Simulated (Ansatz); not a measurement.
## CH₅GeNO, SMILES N=C[O][GeH3]: a comparison of dispersion corrections, step by step

Computed with the Python package of Ansatz (0.2.0).

Run as a notebook:

```python
import ansatz as az
```

```python
BASIS = "def2-SVP"
```

```python
geometry_ang = [
    ("N", (0.0505, 1.722, -0.5979)),
    ("C", (1.0399, 1.1505, -0.1423)),
    ("O", (0.9741, -0.1726, 0.2913)),
    ("Ge", (-0.4019, -1.2179, 0.2967)),
    ("H", (-0.9374, 1.3195, -0.7091)),
    ("H", (1.9827, 1.7025, -0.0935)),
    ("H", (-0.0902, -2.623, 0.8724)),
    ("H", (-0.9587, -1.364, -1.1582)),
    ("H", (-1.5704, -0.5633, 1.2235)),
]
ch5geno = az.Crystal.molecule()
for symbol, xyz in geometry_ang:
    ch5geno = ch5geno.atom(symbol, xyz)
```

```python
calc = ch5geno.calculation().basis(gaussian=BASIS)
for name in ["blyp", "pbe0"]:
    for correction in ("d3bj", "d4"):
        summary = calc.functional(name, dispersion=correction).run(threads=1, pin="off").report
        print(f"{name:8s} {correction:5s} total {summary['free_energy_ev']:.5f} eV, of which dispersion {1000 * summary['dispersion']['energy']['ev']:.2f} meV")
```

    blyp     d3bj  total -61162.60864 eV, of which dispersion -357.98 meV
    blyp     d4    total -61162.61745 eV, of which dispersion -366.79 meV
    pbe0     d3bj  total -61149.98879 eV, of which dispersion -143.72 meV
    pbe0     d4    total -61149.98293 eV, of which dispersion -137.86 meV

Notes:
- These settings explore the input space; basis and method may be short of convergence.
- The geometry is a force-field or estimated start, not a minimum of this method, and the basis set is short of its limit. D4 holds the three-body term, and d3bj doesn't.
- It ran for 12 s on 1 thread of Arm Neoverse V2, with other jobs on the host, peak memory 0.26 GiB.
